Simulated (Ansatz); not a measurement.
# triplet SnF2 at 6 levels

Aim: a comparison of 6 runs (U-r2SCAN/STO-3G, U-revPBE/STO-3G, UPBE/STO-3G, RPA@PBE/STO-3G, UBCCD(T)/STO-3G, UCCSD/STO-3G) of triplet SnF2. 

Program for the calculation: Ansatz 0.2.0.

54 further runs of the same task are left out: 21 that didn't finish, 33 set aside as unsound or not needed.

## 1. The system as given

SnF2: 3 atoms, total charge 0, spin state triplet. SMILES of the parent species: `[F][Sn][F]`. The shape comes from GFN2-xTB, which is rough for such elements, and wasn't checked as a minimum. That shape belongs to the parent species and isn't relaxed for this state.

Bond lengths: Sn1–F2 2.077 Å, Sn1–F3 2.076 Å. Angles: F2–Sn1–F3 102.6°.

## 2. The energy at U-r2SCAN/STO-3G (run 1)

in.yaml

```yaml
basis:
  gaussian: {orbitals: STO-3G}
crystal:
  periodic: [false, false, false]
  atoms:
    - {symbol: Sn, position_ang: [0.005290, -0.007560, -0.865150]}
    - {symbol: F, position_ang: [1.618310, -0.021230, 0.443060]}
    - {symbol: F, position_ang: [-1.623610, 0.028790, 0.422090]}
magnetization: {spin_polarized: true, initial_magnetization: 2}
hamiltonian: {xc: r2scan}
accuracy: high
```

Command:

```console
ansatz run in.yaml --threads 1 --pin off --max-ram 2610MiB --events-out events.jsonl --progress --plain --runs-dir runs
```

Output:

```text
Warning: RAYON_NUM_THREADS=1 ignored (pool sized by the plan → 1); use --threads N
Functional definition: r2SCAN
  name "r2SCAN"
  parameter k0 = 0.174
  parameter k1 = 0.065
  parameter a1 = 4.9479
  exchange = r2scan_x(k0 = k0, k1 = k1, a1 = a1)
  correlation = r2scan_c
675 factors; integrals over basis functions are off by at most 4.9e-9 eV
mean field evaluation 1: about -167679.5339 eV, gradient 9.5e0 eV
mean field evaluation 2: about -167670.0212 eV, gradient 3.5e1 eV
mean field evaluation 4: about -167680.4992 eV, gradient 6.3e-1 eV
mean field evaluation 8: about -167680.4591 eV, gradient 2.1e-1 eV
mean field evaluation 16: about -167680.4595 eV, gradient 1.1e-6 eV
mean field evaluation 32: about -167678.8209 eV, gradient 9.6e-1 eV
mean field evaluation 64: about -167679.9384 eV, gradient 1.6e0 eV
mean field -167680.45954641 eV, -6162.1432304328 hartree, gradient 3.7e-8 eV, S^2 2.004772; 7 other end points of the search recorded, 0 dependent functions left out
reference -167680.45954696 eV, -6162.1432304532 hartree; 35, 33 occupied and 2, 4 virtual orbitals, 675 factors
Total energy: -167680.45954696 eV, -6162.1432304532 hartree
```

Wall time 25 s (1 thread of Arm Neoverse V1, shared host); peak memory 0.25 GiB.

## 3. A single-point energy at U-revPBE/STO-3G (run 2)

job.yaml

```yaml
crystal:
  periodic: [false, false, false]
  atoms:
    - {symbol: Sn, position_ang: [0.005290, -0.007560, -0.865150]}
    - {symbol: F, position_ang: [1.618310, -0.021230, 0.443060]}
    - {symbol: F, position_ang: [-1.623610, 0.028790, 0.422090]}
basis:
  gaussian:
    orbitals: STO-3G
magnetization:
  spin_polarized: true
  initial_magnetization: 2
hamiltonian:
  xc: {name: revPBE}
accuracy: high
```

Command:

```console
ansatz run job.yaml --threads 1 --pin off --max-ram 2610MiB --events-out events.jsonl --progress --plain --runs-dir runs
```

Output:

```text
Warning: RAYON_NUM_THREADS=1 ignored (pool sized by the plan → 1); use --threads N
Functional definition: revPBE
  name "revPBE"
  parameter kappa = 1.245
  parameter beta = 0.06672455060314922
  exchange = pbe_x(kappa = kappa, mu = beta*pi^2/3)
  correlation = pbe_c(beta = beta)
675 factors; integrals over basis functions are off by at most 4.9e-9 eV
mean field evaluation 1: about -167665.5191 eV, gradient 7.1e0 eV
mean field evaluation 2: about -167658.7765 eV, gradient 2.9e1 eV
mean field evaluation 4: about -167666.0563 eV, gradient 1.2e0 eV
mean field evaluation 8: about -167666.0091 eV, gradient 2.2e-1 eV
mean field evaluation 16: about -167666.0096 eV, gradient 1.4e-6 eV
mean field evaluation 32: about -167664.8676 eV, gradient 3.2e0 eV
mean field evaluation 64: about -167664.2201 eV, gradient 3.9e0 eV
mean field -167666.00958077 eV, -6161.6122039902 hartree, gradient 6.0e-9 eV, S^2 2.002478; 7 other end points of the search recorded, 0 dependent functions left out
reference -167666.00958263 eV, -6161.6122040586 hartree; 35, 33 occupied and 2, 4 virtual orbitals, 675 factors
Total energy: -167666.00958263 eV, -6161.6122040586 hartree
```

Wall time 9.6 s (1 thread of Arm Neoverse V1, shared host); peak memory 0.14 GiB.

Run 3 isn't shown in full; the table further down has it.

## 4. A single-point energy at RPA@PBE/STO-3G (run 4)

molecule.yaml

```yaml
crystal:
  periodic: [false, false, false]
  atoms:
    - {symbol: Sn, position_ang: [0.005290, -0.007560, -0.865150]}
    - {symbol: F, position_ang: [1.618310, -0.021230, 0.443060]}
    - {symbol: F, position_ang: [-1.623610, 0.028790, 0.422090]}
basis:
  gaussian: {orbitals: STO-3G}
magnetization: {spin_polarized: true, initial_magnetization: 2}
hamiltonian: {xc: pbe}
correlation: {method: rpa, frozen_orbitals: {F: 1, Sn: 18}}
accuracy: high
```

Command:

```console
ansatz run molecule.yaml --threads 1 --pin off --max-ram 2610MiB --events-out events.jsonl --progress --plain --runs-dir runs
```

Output, shortened:

```text
Warning: RAYON_NUM_THREADS=1 ignored (pool sized by the plan → 1); use --threads N
Functional definition: PBE
  name "PBE"
[...]
675 factors; integrals over basis functions are off by at most 4.9e-9 eV
[...]
mean field -167655.04462171 eV, -6161.2092491771 hartree, gradient 2.9e-8 eV, S^2 2.002311; 9 other end points of the search recorded, 0 dependent functions left out
20 core orbitals not correlated: weight in the atoms' cores, before any rotation towards them, 1.000 or more for the frozen orbitals, at most 0.000 for the correlated occupied ones
reference -167600.41305800 eV, -6159.2015762412 hartree; 15, 13 occupied and 2, 4 virtual orbitals, 675 factors
Total energy: -167606.27528130 eV, -6159.4170089739 hartree
```

It took 12 s on 1 thread of Arm Neoverse V1, shared host; peak memory 0.16 GiB.

Run 5 isn't shown in full; the table further down has it.

## 5. A single-point energy at UCCSD/STO-3G (run 6)

in.yaml

```yaml
crystal:
  periodic: [false, false, false]
  atoms:
    - {symbol: Sn, position_ang: [0.005290, -0.007560, -0.865150]}
    - {symbol: F, position_ang: [1.618310, -0.021230, 0.443060]}
    - {symbol: F, position_ang: [-1.623610, 0.028790, 0.422090]}
basis:
  gaussian: {orbitals: STO-3G}
correlation: {method: ccsd, frozen_orbitals: {F: 1, Sn: 18}}
accuracy: high
magnetization: {spin_polarized: true, initial_magnetization: 2}
scf: {omitted_lower_state_checks: [cluster_reference, increment]}
```

Command:

```console
ansatz run in.yaml --threads 1 --pin off --max-ram 2610MiB --events-out events.jsonl --progress --plain --runs-dir runs
```

Output:

```text
Warning: RAYON_NUM_THREADS=1 ignored (pool sized by the plan → 1); use --threads N
[... 13 lines left out ...]
20 core orbitals not correlated: weight in the atoms' cores, before any rotation towards them, 1.000 or more for the frozen orbitals, at most 0.000 for the correlated occupied ones
[... 35 lines left out ...]
Total energy: -167604.51206130 eV, -6159.3522118341 hartree
Checks for a lower state left out: cluster_reference, increment
```

Wall time 2.1 s (1 thread of Arm Neoverse V1, shared host); peak memory 0.13 GiB.

## 6. All runs side by side

| run | level | frozen core orbitals | energy (Eh) | ⟨S²⟩ | wall time |
| --- | --- | --- | --- | --- | --- |
| 1 | U-r2SCAN/STO-3G | – | -6162.143230 | 2.005 | 25 s |
| 2 | U-revPBE/STO-3G | – | -6161.612204 | 2.002 | 9.6 s |
| 3 | UPBE/STO-3G | – | -6161.209249 | 2.002 | 9.6 s |
| 4 | RPA@PBE/STO-3G | 20 | -6159.417009 | 2.002 | 12 s |
| 5 | UBCCD(T)/STO-3G | 20 | -6159.356810 | 2.055 | 2.3 s |
| 6 | UCCSD/STO-3G | 20 | -6159.352212 | 2.055 | 2.1 s |

## 7. Results

| quantity | value |
| --- | --- |
| run 6: total energy | -6159.35221 Eh |
| run 6: correlation energy (20 core orbitals frozen) | -82.4 mEh |
| run 6: ⟨S²⟩ of the reference determinant | 2.055 |
| run 6: T1 diagnostic | 0.024 |

Totals of different functionals can't be ranked against each other. In runs 1, 2, 3, 4, 5, 6 the basis is minimal, so the values are rough. In runs 1, 2, 3, 4, 5, 6 relativity is left out where basis or elements ask for it. All runs together took 61 s, the longest 25 s.
